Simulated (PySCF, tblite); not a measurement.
# C₅H₁₂AlF₂N: geometry, infrared bands and NMR shifts

Aim: predict the infrared bands and NMR shifts of C₅H₁₂AlF₂N (`[NH3+][AlH2-][C@@]1(CF)CC[C@@H]1F`).

Computed with tblite 0.8.0 and PySCF 2.14.0, with density-fitted response routines of our own, on a single molecule in the gas phase. Atoms count from 0, in the outputs and in this text.

## 1. The molecule as given

21 atoms, charge 0, multiplicity 1; geometry from: force field or distance geometry start.

Bonds of the start (Å): N0–Al1 1.90, Al1–C2 1.98, C2–C3 1.51, C3–F4 1.39, C2–C5 1.49, C5–C6 1.51, C6–C7 1.52, C7–F8 1.37, C7–C2 1.51, N0–H9 1.06, N0–H10 1.05, N0–H11 1.06, Al1–H12 1.59, Al1–H13 1.59, C3–H14 1.12, C3–H15 1.08, C5–H16 1.11, C5–H17 1.10, C6–H18 1.10, C6–H19 1.11, C7–H20 1.11.

## 2. Optimising the geometry with GFN2-xTB

What the job is given:

```
{"job": {"kind": "relax", "xc": "GFN2-xTB", "basis": "xTB"}, "charge": 0, "multiplicity": 1}
N     -2.799000    -0.288700    -0.174200
Al    -1.396600     0.459400     0.875700
C      0.368900     0.235600     0.010200
C      0.680100     1.327200    -0.986300
F      0.714600     2.589700    -0.403000
C      1.400400    -0.070800     1.045700
C      2.100600    -0.869600    -0.020500
C      0.696500    -1.122000    -0.554600
F      0.600500    -1.251500    -1.918000
H     -2.907400    -1.295400     0.135000
H     -2.584000    -0.266500    -1.196900
H     -3.722000     0.186100     0.039500
H     -1.686600     2.015600     1.053300
H     -1.384300    -0.239600     2.303700
H     -0.177300     1.313000    -1.714400
H      1.574200     1.179800    -1.568500
H      0.966100    -0.726700     1.826800
H      1.942200     0.766400     1.502200
H      2.730800    -0.208100    -0.627600
H      2.634400    -1.782400     0.321800
H      0.239000    -1.934700     0.049700
```

Command:

```bash
OMP_NUM_THREADS=1 python probes_run.py task.json out
```

The driver reads the jobs from task.json and runs them one after another.

**Question.** This job is followed by: GFN2-xTB harmonic vibrations, gas phase; GIAO PBE0/pcSseg-1 NMR shielding, non-relativistic, gas phase. What will the session give for the following? strongest single infrared mode (GFN2-xTB); zero-point energy (GFN2-xTB); ¹³C shifts against TMS (PBE0/pcSseg-1); ¹H shifts against TMS (PBE0/pcSseg-1, means over atoms taken as alike); ¹⁵N shifts against NH3 (PBE0/pcSseg-1); ²⁷Al shifts against AlH4- (PBE0/pcSseg-1); ¹⁹F shifts against CFCl3 (PBE0/pcSseg-1).

**Answer**, as computed:

```
                                                              quantity                                                           value
                             strongest single infrared mode (GFN2-xTB)                                           1707 cm⁻¹, 487 km/mol
                                          zero-point energy (GFN2-xTB)                                                   99.5 kcal/mol
                                ¹³C shifts against TMS (PBE0/pcSseg-1)                               106.3, 98.7, 42.3, 34.3, 29.9 ppm
¹H shifts against TMS (PBE0/pcSseg-1, means over atoms taken as alike)  6.07, 5.26, 5.25, 3.94, 3.83, 2.45, 2.44, 2.17, 1.94, 1.93 ppm
                                ¹⁵N shifts against NH3 (PBE0/pcSseg-1)                                                        35.0 ppm
                             ²⁷Al shifts against AlH4- (PBE0/pcSseg-1)                                                        30.6 ppm
                              ¹⁹F shifts against CFCl3 (PBE0/pcSseg-1)                                              -197.5, -204.1 ppm
```

The optimisation took 226 steps and gained 1.411 eV; among the close pairs (by a distance rule), Al1–F4 changed most, from 3.260 to 2.032 Å. All 57 modes are real, so the xTB geometry is a minimum. The strongest single mode, at 1707 cm⁻¹, moves mainly H12. GFN2-xTB is a fitted tight-binding method: band positions and strengths are rough. Its intensities can rank the bands wrongly. The most deshielded carbon is C3 (sp3 CH2 bonded to F), at 106.3 ppm: deshielded by the electronegative neighbour. At PBE0/pcSseg-1: Shielding is most anisotropic at F4 (span 196 ppm, paramagnetic term -109 ppm).
